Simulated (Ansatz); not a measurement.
# ZrGeSe: the cost of one run

Computed with Ansatz 0.2.0, driven from Python. The levels of theory stand in the script.

### Step 1. The structure

The structure is tetragonal, space group P4/nmm (No. 129). Conventional cell: a = 3.690 Å, b = 3.690 Å, c = 8.240 Å, α = 90.00°, β = 90.00°, γ = 90.00°. Zr (site symmetry 4mm) has 5 Se at 2.77 to 2.88 Å and 4 Ge at 2.88 Å in its first shell of neighbours. Ge (site symmetry -4m2) is surrounded by 4 Ge at 2.61 Å and 4 Zr at 2.88 Å. Se (site symmetry 4mm) is surrounded by 5 Zr at 2.77 to 2.88 Å.

No structure file is read: the coordinates are typed or built in the script.

### Step 2. The script

run_lattice.py

```python
'''Relaxed cell of ZrGeSe under several functionals.'''

import warnings

import ansatz as az
import numpy as np

def edges_and_angles(cell):
    cell = np.asarray(cell)
    a, b, c = np.linalg.norm(cell, axis=1)
    cosines = cell[1] @ cell[2] / (b * c), cell[0] @ cell[2] / (a * c), cell[0] @ cell[1] / (a * b)
    return (a, b, c, *np.degrees(np.arccos(cosines)))


def main() -> None:
    warnings.simplefilter('ignore', az.DeckWarning)

    vectors = np.array([
        [3.69, 0.0, 0.0],
        [0.0, 3.69, 0.0],
        [0.0, 0.0, 8.24],
    ])
    system = (
        az.Lattice.of(vectors)
        .atom('Zr', (0.0, 0.5, 0.268))
        .atom('Zr', (0.5, 0.0, 0.732))
        .atom('Ge', (0.0, 0.0, 0.0))
        .atom('Ge', (0.5, 0.5, 0.0))
        .atom('Se', (0.0, 0.5, 0.618))
        .atom('Se', (0.5, 0.0, 0.382))
    )

    model = (
        system.calculation()
        .kpoints(8, 8, 4)
        .occupations('fermi_dirac')
        .relax(cell=True, max_steps=60)
    )

    levels = [('pbesol', 'd3bj'), ('pbesol', 'none'), ('blyp', 'd3bj')]
    print('level            a       b       c    alpha   beta  gamma  V/atom  steps')
    for name, dispersion in levels:
        seen = []
        run = model.functional(name, dispersion=dispersion).session().plan()
        outcome = run.execute(on_event=lambda e: seen.append(e) if e['event'] == 'relax_step' else None)
        cell = outcome.lattice.cell_ang
        label = name if dispersion == 'none' else f'{name}+{dispersion}'
        print('{:13s} {:7.4f} {:7.4f} {:7.4f} {:6.2f} {:6.2f} {:6.2f}'.format(label, *edges_and_angles(cell)), f'{abs(np.linalg.det(cell)) / len(outcome.lattice.sites):7.3f} {len(seen):5d}')


if __name__ == '__main__':
    main()
```

### Step 3. What the engine is handed

The package turns the script's settings into the engine's input (first run):

```yaml
crystal:
  lattice:
    - [3.69, 0.0, 0.0]
    - [0.0, 3.69, 0.0]
    - [0.0, 0.0, 8.24]
  atoms:
    - { symbol: Zr, position: [0.0, 0.5, 0.268] }
    - { symbol: Zr, position: [0.5, 0.0, 0.732] }
    - { symbol: Ge, position: [0.0, 0.0, 0.0] }
    - { symbol: Ge, position: [0.5, 0.5, 0.0] }
    - { symbol: Se, position: [0.0, 0.5, 0.618] }
    - { symbol: Se, position: [0.5, 0.0, 0.382] }
kpoints:
  mp_grid:
    grid: [8, 8, 4]
hamiltonian:
  xc: pbesol
  dispersion: d3bj
scf:
  occupations:
    method: fermi_dirac
relax:
  max_steps: 60
  cell: {}
```

### Step 4. The run

On the command line:

```bash
python run_lattice.py
```

What time and memory should one allow on 1 thread of AMD EPYC 9R45 (Zen 5), shared host?

About 97 s, with a peak of 0.64 GiB.
